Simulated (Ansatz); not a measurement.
CH6BGeNO, SMILES NC1[BH][GeH2][O]1, vertical spin-state energies

Run with Ansatz's Python interface.

The script, `spin_ch6bgeno.py`:
```python
import warnings

import ansatz as az


def main() -> None:
    warnings.simplefilter("ignore", az.DeckWarning)

    molecule = (
        az.Crystal.molecule()
        .atom("N", (-0.8328, 1.4872, 0.1032))
        .atom("C", (-0.7143, 0.0836, -0.0104))
        .atom("B", (0.3947, -0.4262, 1.0025))
        .atom("Ge", (1.3847, -0.9807, -0.6762))
        .atom("O", (-0.1871, -0.2606, -1.2912))
        .atom("H", (-1.3463, 1.7573, 1.0037))
        .atom("H", (-1.5268, 1.8283, -0.6498))
        .atom("H", (-1.6351, -0.4253, 0.1594))
        .atom("H", (0.6286, -0.4399, 2.2224))
        .atom("H", (2.57, -0.1524, -0.9952))
        .atom("H", (1.3298, -2.5283, -0.8477))
    )

    job = (
        molecule.calculation()
        .basis(gaussian="def2-SVPD")
        .functional("R2SCAN0")
    )
    found = {}
    for unpaired in [0, 2]:
        rep = job.spin("collinear", total=unpaired).run().report
        s = unpaired / 2
        found[unpaired] = rep["free_energy_ev"]
        print(f"2S+1 = {unpaired + 1}: E = {found[unpaired]:.5f} eV, <S^2> = {abs(rep['mean_field']['state']['spin_squared']):.3f} (pure state {s * (s + 1):.2f})")
    lowest = min(found, key=found.get)
    for unpaired, e in found.items():
        print(f"multiplicity {unpaired + 1}: {23.060548 * (e - found[lowest]):.1f} kcal/mol above the lowest")


if __name__ == "__main__":
    main()
```

```console
$ python spin_ch6bgeno.py
2S+1 = 1: E = -61849.11240 eV, <S^2> = 0.000 (pure state 0.00)
2S+1 = 3: E = -61846.70707 eV, <S^2> = 2.012 (pure state 2.00)
multiplicity 1: 0.0 kcal/mol above the lowest
multiplicity 3: 55.5 kcal/mol above the lowest
```

In order: multiplicity 1 (+0.00 eV) and multiplicity 3 (+2.41 eV), all at the one geometry.

Notes:
- Total energies depend on the basis set; only differences at equal settings carry meaning.
- The geometry is a force-field or estimated start, not a minimum of this method, and the basis set is short of its limit. All parts are taken at fixed geometry, without zero-point energy.
- Timing: 53 s on 1 thread of Intel(R) Xeon(R) Processor @ 2.30GHz (shared host), peak memory 0.75 GiB.
